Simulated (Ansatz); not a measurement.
ScPd3, space group Pm-3m, an SCF with some post-processing

Computed with the Ansatz DFT code, driven from Python.

The script, `scpd3.py`:
```python
from pathlib import Path
import itertools
import sys
import warnings

import ansatz as az
from ase import Atoms
from ase.io import write
import numpy as np
from pymatgen.core import Structure

warnings.simplefilter("ignore", az.DeckWarning)

scpd3 = (
    az.Lattice.cubic(3.982)
    .space_group(221)
    .atom("Sc", (0.0, 0.0, 0.0))
    .atom("Pd", (0.0, 0.5, 0.5))
)

base = (
    scpd3.calculation()
    .kpoints(6, 6, 6)
    .functional("LDA")
    .pseudopotentials("paw")
    .occupations("cold")
    .basis(510)
    .density()
    .electron_localization_function()
    .output_files(volumetric_format="npy")
    .bader_charges()
)
try:
    res = base.run()
except az.NonConvergedError as error:
    sys.exit(f"no convergence: {error}")
except az.RefusalError as error:
    sys.exit(f"input refused: {error}")
rep = res.report

n_atoms = len(rep["lattice"]["sites"])
print("F =", round(rep["free_energy_ev"], 4), "eV for", n_atoms, "atoms")
print("E(sigma -> 0) =", round(rep["energy_sigma0_ev"], 4), "eV, TS =", round(rep["entropy_ts_ev"], 5), "eV")
print("closed by", rep["closed_by"], "after", rep["n_iterations"], "iterations")

folder = Path(res.write_results("elf"))
elf = np.load(folder / "elf.npy")
peak = np.unravel_index(elf.argmax(), elf.shape)
print(f"largest ELF {elf.max():.3f} at grid fractions", np.round(np.array(peak) / elf.shape, 3))
for level in (0.2, 0.5, 0.7, 0.8, 0.9):
    print(f"share of the cell with ELF over {level}: {np.mean(elf > level):.3f}")

charges = res.bader_charges()
for atom in charges.atoms:
    print(f"Bader charge {atom.symbol:2s} {atom.partial_charge_e:+.3f} e")

final = Structure(res.lattice.cell_ang, [s.symbol for s in res.lattice.sites], [s.position_frac for s in res.lattice.sites])
for index, (site, neighbours) in enumerate(zip(final, final.get_all_neighbors(5.5))):
    first = min(n.nn_distance for n in neighbours)
    shell = [n for n in neighbours if n.nn_distance < 1.2 * first]
    mean = sum(n.nn_distance for n in shell) / len(shell)
    print(f"atom {index} {site.specie.symbol}: {len(shell)} neighbours within 1.2 of the shortest distance, mean {mean:.3f} A")

rho = res.density()
total = sum(channel.density_e_per_ang3 for channel in rho.channels[:2])
grid_cell = np.asarray(rho.fft_grid_basis) @ res.lattice.cell_ang
mesh = np.stack(np.meshgrid(*[np.arange(n) / n for n in rho.dims], indexing="ij"), axis=-1)
for site in res.lattice.sites:
    offset = mesh - site.position_ang @ np.linalg.inv(grid_cell)
    offset -= offset.round()
    distance = np.min([np.linalg.norm((offset + shift) @ grid_cell, axis=-1) for shift in itertools.product((-1, 0, 1), repeat=3)], axis=0)
    inside = [total[distance < radius].sum() * rho.cell_volume_ang3 / total.size for radius in (0.8, 1.0, 1.2)]
    print(site.symbol, "electrons within 0.8, 1.0, 1.2 A:", np.round(inside, 2))

image = Atoms([s.symbol for s in res.lattice.sites], positions=[s.position_ang for s in res.lattice.sites], cell=res.lattice.cell_ang, pbc=True)
write("final.extxyz", image)

for term in (az.EnergyTerm.SMEARING, az.EnergyTerm.DISPERSION):
    print(f"F without {term.name.lower()}: {az.free_energy_without(rep, term):.5f} eV")
```

```console
$ python scpd3.py
F = -22626.2028 eV for 4 atoms
E(sigma -> 0) = -22626.2037 eV, TS = -0.00297 eV
closed by deck_thresholds after 7 iterations
largest ELF 0.750 at grid fractions [0.1   0.033 0.9  ]
share of the cell with ELF over 0.2: 0.792
share of the cell with ELF over 0.5: 0.094
share of the cell with ELF over 0.7: 0.016
share of the cell with ELF over 0.8: 0.000
share of the cell with ELF over 0.9: 0.000
Bader charge Sc +1.539 e
Bader charge Pd -0.513 e
Bader charge Pd -0.513 e
Bader charge Pd -0.513 e
atom 0 Sc: 12 neighbours within 1.2 of the shortest distance, mean 2.816 A
atom 1 Pd: 12 neighbours within 1.2 of the shortest distance, mean 2.816 A
atom 2 Pd: 12 neighbours within 1.2 of the shortest distance, mean 2.816 A
atom 3 Pd: 12 neighbours within 1.2 of the shortest distance, mean 2.816 A
Sc electrons within 0.8, 1.0, 1.2 A: [6.95 8.19 8.92]
Pd electrons within 0.8, 1.0, 1.2 A: [12.52 14.79 16.19]
Pd electrons within 0.8, 1.0, 1.2 A: [12.52 14.79 16.19]
Pd electrons within 0.8, 1.0, 1.2 A: [12.52 14.79 16.19]
F without smearing: -22626.20573 eV
F without dispersion: -22626.20276 eV
```

It writes `final.extxyz`:
```text
4
Lattice="3.982 0.0 0.0 2.43827177710238e-16 3.982 0.0 2.43827177710238e-16 2.43827177710238e-16 3.982" Properties=species:S:1:pos:R:3 pbc="T T T"
Sc       0.00000000       0.00000000       0.00000000
Pd       0.00000000       1.99100000       1.99100000
Pd       1.99100000       0.00000000       1.99100000
Pd       1.99100000       1.99100000       0.00000000
```

Total energies depend on the potentials; only differences at equal settings carry meaning. A total without «per atom» is that of the cell as typed. Under cold or Methfessel-Paxton smearing the entropy term is a generalised one and can be negative. The mesh is modest for a metal, so energies can be off by several to tens of meV an atom and pressures by half a GPa or more; differences at equal mesh fare better. Grid values close to the nuclei reflect the PAW or pseudopotential construction, not the all-electron fields. The structure is a deposited one; some such entries were measured under pressure or heat, so a shift against it needn't be the functional's error alone. Wall time of the script: 18 s on 1 thread of Arm Neoverse V1, on a shared host, peak memory 0.48 GiB.
